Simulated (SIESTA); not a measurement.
Crystal: Ti3Se.

```xyz
4
Lattice="3.1974 0.0000 0.0000 -1.5987 2.7691 0.0000 0.0000 0.0000 7.9427" Properties=species:S:1:pos:R:3 pbc="T T T"
Se    0.0000    0.0000    0.0000
Ti    1.5987    0.9230    3.9714
Ti    0.0000    1.8460    6.1390
Ti    0.0000    1.8460    1.8038
```

The cell comes from a database or a generator and needn't be the stable form of this composition.

| Quantity | Value |
| --- | --- |
| Program | SIESTA 5.4.2 |
| Task | single point |
| Functional | PBE |
| Potentials or basis | PseudoDojo 0.4 standard (PBE files) |
| Basis | DZP (energy shift 0.003 Ry; two zetas on semicore shells) |
| Grid cutoff | 800 Ry |
| Energy shift | 0.003 Ry |
| k mesh | 10 × 10 × 4 |
| Occupations | fermi-dirac, width 0.05 eV |
| Spin | no spin polarisation |

On this cell: pressure 1.8 GPa; largest force 0.379 eV/Å; band gap on the k mesh none (metal or under the smearing width).

The same run follows on a disturbed copy (atoms moved at random, drawn with an rms of 0.05 Å):

```
Se Ti
1.0
     3.19745    0.00000    0.00000
    -1.59872    2.76907    0.00000
     0.00000    0.00000    7.94275
Se Ti
1 3
Direct
  0.99885 0.00647 0.00364
  0.64870 0.33556 0.49647
  0.33987 0.68278 0.77849
  0.33023 0.67526 0.22373
```

Task: What does the disturbed cell give?

Result: The energy (extrapolated to zero smearing) moves by +14.5 meV/atom; pressure 2.5 GPa; largest force 0.869 eV/Å; band gap on the k mesh none (metal or under the smearing width).

Forces in eV/Å, atoms in the order of the input:
```
Se  -0.002  0.130 -0.288
Ti   0.105  0.064  0.327
Ti  -0.112 -0.159 -0.847
Ti   0.008 -0.038  0.808
```

Stress tensor (GPa, compression positive):
```
 1.65 -0.49  0.25
-0.49  1.74  0.20
 0.25  0.20  3.97
```

Caveats: the basis of atomic orbitals isn't converged, which shifts pressures, moduli and gaps.
